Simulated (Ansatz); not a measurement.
Rb2ScCuCl6, space group Fm-3m, a projected density of states

Run with Ansatz 0.2.0, Python API.

Input file `POSCAR`:
```text
Rb2ScCuCl6
1.0
   0.00000000    5.08152500    5.08152500
   5.08152500    0.00000000    5.08152500
   5.08152500    5.08152500    0.00000000
Rb Sc Cu Cl
2 1 1 6
Direct
   0.75000000    0.75000000    0.75000000
   0.25000000    0.25000000    0.25000000
   0.00000000    0.00000000    0.00000000
   0.50000000    0.50000000    0.50000000
   0.75262700    0.24737300    0.24737300
   0.24737300    0.24737300    0.75262700
   0.24737300    0.75262700    0.75262700
   0.24737300    0.75262700    0.24737300
   0.75262700    0.24737300    0.75262700
   0.75262700    0.75262700    0.24737300
```

`rb2sccucl6_pdos.py`
```python
import ansatz
from ase.io import read
import numpy as np

XC = "PBEsol"
ECUT = 380
KMESH = (3, 3, 3)
OCCUPATIONS = "fixed"
EXTRA_BANDS = 26


def main() -> None:
    atoms = read("POSCAR", format="vasp")
    rb2sccucl6 = ansatz.Crystal.from_ase(atoms)

    model = (
        rb2sccucl6.calculation()
        .functional(XC)
        .basis(ECUT, density_ratio=4)
        .accuracy("medium")
        .kpoints(*KMESH, center="gamma")
        .occupations(OCCUPATIONS)
        .scf(lower_state_search="off")
        .scf(extra_bands=EXTRA_BANDS)
        .density_of_states(projected=True, method="smearing", broadening_width=0.15, energy_step=0.1)
    )
    result = model.run(threads=1, pin="off")
    rep = result.report

    dos = result.density_of_states()
    energy = np.asarray(dos.energies_ev) - dos.fermi_ev
    curves = {}
    for site in result.projected_density_of_states().sites:
        for shell in site.shells:
            weight = sum(np.sum(curve.g_bin_mean_per_ev, axis=0) for curve in shell.curves)
            name = f"{site.species} {shell.label}"
            curves[name] = curves.get(name, 0) + weight

    step = energy[1] - energy[0]
    windows = [(-6, -3), (-3, 0), (0, 6)]
    print("states by shell in windows of E - E_F (eV):", windows)
    for name, g in curves.items():
        print(f"{name:8s}", " ".join(f"{step * g[(energy >= a) & (energy < b)].sum():8.3f}" for a, b in windows))
    filled = (energy < 0) & (energy > -6)
    for name, g in curves.items():
        if g[filled].sum() * step > 0.5:
            print(f"centre of {name}: {np.average(energy[filled], weights=g[filled]):.2f} eV")


if __name__ == "__main__":
    main()
```

`python rb2sccucl6_pdos.py` gives:
```text
DeckWarning: basis.ecutwfc = 380 eV is below the records' recommended 420 eV, and the density's cutoff is lower with it unless basis.ecutrho_ratio is high enough to keep the records' density cutoff: compare with a run at a higher cutoff
DeckWarning: basis.ecutrho_ratio = 4 (ecutrho = 1520 eV) is below the records' recommended 1680 eV
states by shell in windows of E - E_F (eV): [(-6, -3), (-3, 0), (0, 6)]
Rb 4S       0.006    0.001    0.009
Rb 5S       0.228    0.038    2.516
Rb 4P       0.083    0.032    0.015
Sc 3S       0.012    0.001    0.006
Sc 4S       0.190    0.018    0.364
Sc 3P       0.037    0.004    0.003
Sc 3D       1.107    0.280    8.065
Cu 3S       0.001    0.000    0.001
Cu 4S       0.339    0.008    1.259
Cu 3P       0.002    0.000    0.001
Cu 3D       0.712    8.372    0.847
Cl 3S       0.096    0.081    0.522
Cl 3P      18.074   15.022    1.966
centre of Sc 3D: -3.44 eV
centre of Cu 3D: -0.73 eV
centre of Cl 3P: -3.24 eV
```
(Warnings from the package without file and line.)

Reading the output:
- The settings weren't tested for convergence.
- The cutoff lies under the one recommended for these potentials.
- No spin polarisation was allowed.
- Along an axis with an odd division the mesh misses the point at one half; a gap read on a finite mesh is an upper bound on this functional's gap.
- Semilocal gaps usually lie well under measured ones.
- With fixed filling the reported Fermi level is the top filled level among the k-points of the SCF.
- The empty d shell of the heavier alkali and alkaline-earth atoms, which makes much of a conduction band, may have no channel.
- The crystal has a gap of about 1.96 eV on the mesh; any density of states at or just above the Fermi level is the tail of the broadening.
- Without a Hubbard U or exact exchange, semilocal functionals often make such 3d compounds metallic or too weakly gapped.
- The structure comes from a database of computed cells and needn't be a stable or known phase.
- Curves are summed over the cell's atoms. Only shells that the potentials hold have channels, so projections don't add up to the total, least of all where a shell is missing (p of most metals); heights and places of peaks move with the mesh.
- The density of states is complete only as far up as bands were computed.
- A band centre counts only the states inside the window taken.
- Finished in 6.9 s on 1 thread of Arm Neoverse V1, on a shared host, peak memory 0.58 GiB.

(Lines on the test bed's own set-up are left out of the output.)
